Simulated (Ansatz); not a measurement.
# C2H4FSi: the cost of one run

Method: RKS revPBE/def2-SVP, in Ansatz 0.2.0.

## (1) The starting structure

Bond lengths: C1–Si2 1.817 Å, Si2–C3 1.860 Å, Si2–F4 1.589 Å, C1–H5 1.091 Å, C3–H6 1.092 Å, C3–H7 1.097 Å, C3–H8 1.098 Å. Angles: C1–Si2–C3 149.3°, C1–Si2–F4 97.7°, C3–Si2–F4 112.4°, Si2–C1–H5 127.5°, Si2–C3–H6 113.7°, Si2–C3–H7 110.1°, Si2–C3–H8 109.6°, H6–C3–H7 107.8°, H6–C3–H8 108.3°, H7–C3–H8 107.1°.

As a file:

```xyz
8

C    -0.6511    1.8058   -1.2007
Si   -0.2401    0.2067   -0.4428
C     0.6744   -0.7587    0.8585
F    -0.8518   -0.7290   -1.5720
H    -1.5285    2.4257   -1.0095
H     0.9970   -0.1539    1.7084
H     1.5659   -1.2282    0.4236
H     0.0342   -1.5683    1.2345
```

## (2) Relaxing end A

input.yaml

```yaml
crystal:
  periodic: [false, false, false]
  atoms:
    - { symbol: C, position_ang: [-0.65113, 1.80576, -1.20066] }
    - { symbol: Si, position_ang: [-0.24007, 0.20665, -0.44279] }
    - { symbol: C, position_ang: [0.6744, -0.75868, 0.85848] }
    - { symbol: F, position_ang: [-0.85183, -0.72899, -1.57201] }
    - { symbol: H, position_ang: [-1.52848, 2.42565, -1.00947] }
    - { symbol: H, position_ang: [0.99698, -0.15388, 1.70842] }
    - { symbol: H, position_ang: [1.56594, -1.22822, 0.42357] }
    - { symbol: H, position_ang: [0.0342, -1.56829, 1.23447] }
total_charge: 1
basis:
  gaussian: { orbitals: def2-SVP }
hamiltonian:
  xc: revpbe
relax:
  f_tol: 0.015
  max_steps: 40
```

Launch:

```bash
ansatz run input.yaml --threads 1 --pin off --max-ram 2048MiB --backend cpu --events-out ev --progress --plain --runs-dir out
```

**Question.** How long does this run take on 1 thread of an x86-64 CPU, shared host, and how much memory does it need?

About 18 s, with a peak of 0.17 GiB.
